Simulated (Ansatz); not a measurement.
**BNH4 (SMILES BN): SVWN5/def2-TZVPP**

What is the electronic atomisation energy of BNH4 at SVWN5/def2-TZVPP? 

The calculation is run with Ansatz 0.2.0.

56 further runs of the same task are left out: 56 set aside as unsound or not needed.

## Step 1: Starting point

BNH4 has 6 atoms, charge 0, and is taken as a singlet. As SMILES, `BN`. The shape is that of a PBE0-D4/def2-TZVP optimisation.

Bond lengths: B1–N2 1.385 Å, B1–H3 1.197 Å, B1–H4 1.197 Å, N2–H5 1.006 Å, N2–H6 1.006 Å. Angles: B1–N2–H5 123.2°, B1–N2–H6 123.2°, N2–B1–H3 119.0°, N2–B1–H4 119.0°, H5–N2–H6 113.5°, H3–B1–H4 122.0°.

## Step 2: The energy at SVWN5/def2-TZVPP

The input, input.yaml:

```yaml
crystal:
  periodic: [false, false, false]
  atoms:
    - {symbol: B, position_ang: [-0.128200, -0.679600, -0.025600]}
    - {symbol: N, position_ang: [0.146100, 0.677400, 0.010800]}
    - {symbol: H, position_ang: [0.225800, -1.368000, 0.887500]}
    - {symbol: H, position_ang: [-0.712000, -1.128700, -0.969200]}
    - {symbol: H, position_ang: [-0.121600, 1.313700, -0.720800]}
    - {symbol: H, position_ang: [0.632000, 1.121400, 0.771300]}
basis:
  gaussian:
    orbitals: def2-TZVPP
accuracy: high
hamiltonian:
  xc: {name: SVWN5}
output: {orbitals: {seedname: orbitals}}
```

Started as:

```
$ ansatz run input.yaml --threads 1 --pin off --max-ram 3480MiB --events-out events.jsonl --progress --plain --runs-dir runs
```

Standard output:

```text
Warning: RAYON_NUM_THREADS=1 ignored (pool sized by the plan → 1); use --threads N
Functional definition: SVWN5
  name "SVWN5"
  exchange = slater_x
  correlation = vwn5_c
2045 factors; integrals over basis functions are off by at most 3.0e-9 eV
mean field evaluation 1: about -2203.2207 eV, gradient 6.8e1 eV
mean field evaluation 2: about -2178.3464 eV, gradient 1.1e2 eV
mean field evaluation 4: about -2212.0800 eV, gradient 9.2e0 eV
mean field evaluation 8: about -2212.3180 eV, gradient 1.3e-2 eV
mean field evaluation 16: about -2212.3180 eV, gradient 3.4e-7 eV
mean field -2212.31796393 eV, -81.3011856115 hartree, gradient 1.4e-8 eV, S^2 0.000000; 0 other end points of the search recorded, 0 dependent functions left out
reference -2212.31796726 eV, -81.3011857337 hartree; 8, 8 occupied and 110, 110 virtual orbitals, 2045 factors
Total energy: -2212.31796726 eV, -81.3011857337 hartree
```

Run time: 5.1 s. Hardware: 1 thread of Arm Neoverse V1, shared host; peak memory 0.27 GiB.

## Step 3: The B atom

The input, job.yaml:

```yaml
crystal:
  periodic: [false, false, false]
  atoms:
    - {symbol: B, position_ang: [0.000000, 0.000000, 0.000000]}
basis:
  gaussian:
    orbitals: def2-TZVPP
magnetization:
  spin_polarized: true
  initial_magnetization: 1
hamiltonian:
  xc: {name: SVWN5}
accuracy: high
```

Run the same way, it converges to -24.35391 Eh (log not shown).

## Step 4: The H atom

The input, input.yaml:

```yaml
crystal:
  periodic: [false, false, false]
  atoms:
    - {symbol: H, position_ang: [0.000000, 0.000000, 0.000000]}
basis:
  gaussian: {orbitals: def2-TZVPP}
hamiltonian: {xc: {name: SVWN5}}
magnetization: {spin_polarized: true, initial_magnetization: 1}
accuracy: high
```

Run the same way, it converges to -0.47834 Eh (log not shown).

## Step 5: The N atom

The input, job.yaml:

```yaml
crystal:
  periodic: [false, false, false]
  atoms:
    - {symbol: N, position_ang: [0.000000, 0.000000, 0.000000]}
basis:
  gaussian:
    orbitals: def2-TZVPP
magnetization:
  spin_polarized: true
  initial_magnetization: 3
hamiltonian:
  xc: {name: SVWN5}
accuracy: high
```

Started as:

```
$ ansatz run job.yaml --threads 1 --pin off --max-ram 3480MiB --events-out events.jsonl --progress --plain --runs-dir runs
```

Standard output:

```text
Warning: RAYON_NUM_THREADS=1 ignored (pool sized by the plan → 1); use --threads N
Functional definition: SVWN5
  name "SVWN5"
  exchange = slater_x
  correlation = vwn5_c
312 factors; integrals over basis functions are off by at most 3.3e-9 eV
mean field evaluation 1: about -1472.7145 eV, gradient 8.7e0 eV
mean field evaluation 2: about -1472.7540 eV, gradient 8.1e0 eV
mean field evaluation 4: about -1473.0302 eV, gradient 1.2e-1 eV
mean field evaluation 8: about -1473.0301 eV, gradient 6.1e-4 eV
mean field -1473.03009849 eV, -54.1328576638 hartree, gradient 3.0e-8 eV, S^2 3.753144; 0 other end points of the search recorded, 0 dependent functions left out
reference -1473.03009980 eV, -54.1328577119 hartree; 5, 2 occupied and 26, 29 virtual orbitals, 312 factors
Total energy: -1473.03009980 eV, -54.1328577119 hartree
```

Run time: 0.3 s. Hardware: 1 thread of Arm Neoverse V1, shared host.

## Step 6: What came out

At SVWN5/def2-TZVPP:

| quantity | value |
| --- | --- |
| molecule: total energy | -81.30119 Eh |
| molecule: HOMO energy | -7.48 eV |
| molecule: LUMO energy | -0.99 eV |
| molecule: HOMO–LUMO gap | 6.49 eV |
| B atom: total energy | -24.35391 Eh |
| B atom: ⟨S²⟩ | 0.752 |
| H atom: total energy | -0.47834 Eh |
| H atom: ⟨S²⟩ | 0.750 |
| N atom: total energy | -54.13286 Eh |
| N atom: ⟨S²⟩ | 3.753 |
| electronic atomisation energy | 24.519 eV |

Taking the molecule apart into free atoms costs 24.52 eV (565 kcal/mol), before zero-point energy and without spin-orbit coupling.
